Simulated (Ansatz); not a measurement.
Consider a comparison of norm-conserving and PAW potentials of BeNi₃, space group Pm-3m (the Python package of Ansatz (0.2.0)).

`run_nc_paw.py`
```python
"""Norm-conserving against PAW potentials for BeNi3."""

import logging
import sys

import ansatz
import numpy as np

logging.basicConfig(stream=sys.stdout, format="[%(levelname)s] %(message)s")
logger = logging.getLogger("calc")
logger.setLevel(logging.INFO)


def count_gap(report):
    # lowest empty less highest filled band, counting bands; zero where they overlap
    return max(report.get("gap_by_band_count_ev") or 0.0, 0.0)

system = (
    ansatz.Lattice.cubic(3.418936)
    .space_group(221)
    .atom("Be", (0.0, 0.0, 0.0))
    .atom("Ni", (0.0, 0.5, 0.5))
    .moments(Ni=1.5)
)

calc = (
    system.calculation()
    .functional(ansatz.Functional.LDA)
    .spin(ansatz.SpinTreatment.COLLINEAR)
    .occupations("Fermi-Dirac")
    .kpoints(length=20)
    .scf(tolerance=1e-09)
    .stress()
    .forces()
    .band_table()
)
variants = {
    "PAW": calc.pseudopotentials("paw"),
    "norm-conserving": calc.pseudopotentials("nc"),
}
# totals differ by the cores that each treatment holds, so compare what does not depend on them
rows = []
for label, variant in variants.items():
    data = variant.run(threads=1, backend="cpu").report
    levels = np.array(data["eigenvalues_ev"][0]) - data["fermi_energy_ev"]
    print(label, "levels at the first k-point near E_F:", np.round(levels[np.abs(levels) < 5], 3))
    rows.append((label, data["n_electrons"], np.trace(data["stress_gpa"]) / 3, count_gap(data), data["magnetization_mub"]))
for row in rows:
    print("; ".join(f"{name} = {round(v, 4) if isinstance(v, float) else v}" for name, v in zip(["treatment", "electrons in bands", "P GPa", "gap by band count eV", "moment muB"], row)))
```

How well do the two treatments of the cores agree on the pressure?

PAW gives -12.494 GPa and norm-conserving -12.525 GPa, 0.031 GPa apart. They took 10.7 and 28.9 s of processor time.

The run itself:

```console
$ python run_nc_paw.py
DeckWarning: basis.ecutwfc = 420 eV, auto-derived from the records' recommended cutoffs: set by Be (normal level)
DeckWarning: output.stress: scf.convergence.dr2_threshold = 1e-9 eV is looser than the 4e-10 eV advised for a printed stress (1e-10 eV for each atom of the cell: 4). What an SCF threshold leaves in a stress goes as its square root, and in the free energy as [...]
RunWarning: the starting moments were not kept: the SCF closed with an absolute magnetisation of 4.2e-1 μB, where they sum to 4.5 μB in size (3 sites). That is at most 0.1 of that sum. The system's moment may be that small; this SCF shows only that its start [...]
PAW levels at the first k-point near E_F: [-4.821 -3.582 -3.582 -3.532 -3.532 -3.532 -1.222 -1.222 -1.222 -0.441
 -0.441 -0.013  0.186  0.186  0.186  1.25   1.25   1.25 ]
DeckWarning: basis.ecutwfc = 1333.357926 eV, auto-derived from the records' recommended cutoffs: set by Ni (normal level)
norm-conserving levels at the first k-point near E_F: [-4.821 -3.6   -3.6   -3.567 -3.567 -3.567 -1.25  -1.25  -1.25  -0.46
 -0.46  -0.053  0.129  0.129  0.129  1.263  1.263  1.263]
treatment = PAW; electrons in bands = 56.0; P GPa = -12.4939; gap by band count eV = 0.0; moment muB = 0.379
treatment = norm-conserving; electrons in bands = 58.0; P GPa = -12.5246; gap by band count eV = 0.0; moment muB = 0.5672
```
(Warnings from the package without file and line, shortened.)

Caveats:
- Absolute energies stand on the zero of these potentials, so only differences at equal settings mean something. A total without «per atom» is that of the cell as typed.
- The SCF didn't keep the moments it started from (some shrank, vanished or turned); what is printed is the state reached.
- For a metal this k-point mesh is coarse: on a finer one energies can move by several to tens of meV an atom and pressures by half a GPa or more, differences at one mesh by less.
- A gap by band count of zero or less means overlapping bands, a metal.
- At these settings the cell as given stands under about -12 GPa, so it isn't at this functional's equilibrium volume.
- The structure comes from a database of computed cells and needn't be a stable or known phase.
- Gaps and levels are Kohn-Sham values on a finite set of k-points.
- Stress is positive in compression.
- Run time: 41 s on 1 thread of Intel(R) Xeon(R) Platinum 8259CL CPU @ 2.50GHz (Skylake/Cascade Lake), on a shared host, peak memory 0.62 GiB.
